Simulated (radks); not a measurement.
# Fe³⁺ in [Ne] 3s2 3p4 3d5 4p2: an all-electron calculation

One table from this session's results is given with a row withheld; the runs are named, their logs left out.

The numbers are computed with radks (a radial shooting solver on a logarithmic mesh, Libxc functionals) version 1 (non-relativistic Kohn-Sham, TPSS, spin-polarised, spherical densities, point nucleus; open shells are filled with parallel spins first), except any that are marked as measured or tabulated.

## What is computed

| Item | Value |
| --- | --- |
| element | iron (Z = 26) |
| charge | +3 |
| electrons | 23 |
| configuration | [Ne] 3s2 3p4 3d5 4p2 |

Outer shells as boxes (Hund's rule):

Fe³⁺
```
[Ne] core
3s [↑↓]
3p [↑↓][↑ ][↑ ]
3d [↑ ][↑ ][↑ ][↑ ][↑ ]
4p [↑ ][↑ ][  ]
```

The first run:

The run's settings:

```text
Z 26
configuration [Ne] 3s2 3p4 3d5 4p2 4s0 4d0
relativity non-relativistic
functional tpss,tpss
spin polarised
nucleus point
```

Among the steps run: Self-consistent calculation.

One table of the session follows, with a row left open; its other results are not shown here.

It belongs to the step «Radial structure». Sizes of the orbitals, from the radial functions (bohr):

| level | <r> | outermost maximum (interpolated) | 90 % within | nodes |
| --- | --- | --- | --- | --- |
| 1s up | 0.05910 | 0.0390 | 0.105 | 0 |
| 1s down | 0.05910 | 0.0390 | 0.105 | 0 |
| 2s up | 0.2698 | 0.225 | 0.418 | 1 |
| 2s down | 0.2690 | 0.225 | 0.416 | 1 |
| 2p up | 0.2367 | 0.181 | 0.387 | 0 |
| 2p down | 0.2360 | 0.181 | 0.386 | 0 |
| 3s up | 0.7901 | 0.697 | 1.17 | 2 |
| 3s down | 0.7998 | 0.699 | 1.19 | 2 |
| 3p up | 0.8139 | 0.700 | 1.24 | 1 |
| 3p down | 0.8287 | 0.704 | 1.26 | 1 |
| 3d up | 0.8704 | 0.658 | 1.41 | 0 |
| 3d down | ? | ? | ? | ? |
| 4s up | 2.073 | 1.89 | 2.98 | 3 |
| 4p up | 2.299 | 2.08 | 3.33 | 2 |
| 4d up | 2.922 | 2.61 | 4.32 | 1 |

Estimate the missing values for 3d down.

**Answer.** <r>: 0.9103; outermost maximum (interpolated): 0.666; 90 % within: 1.50; nodes: 0. In the column «<r>» it lies between 3d up (0.8704) and 4s up (2.073).
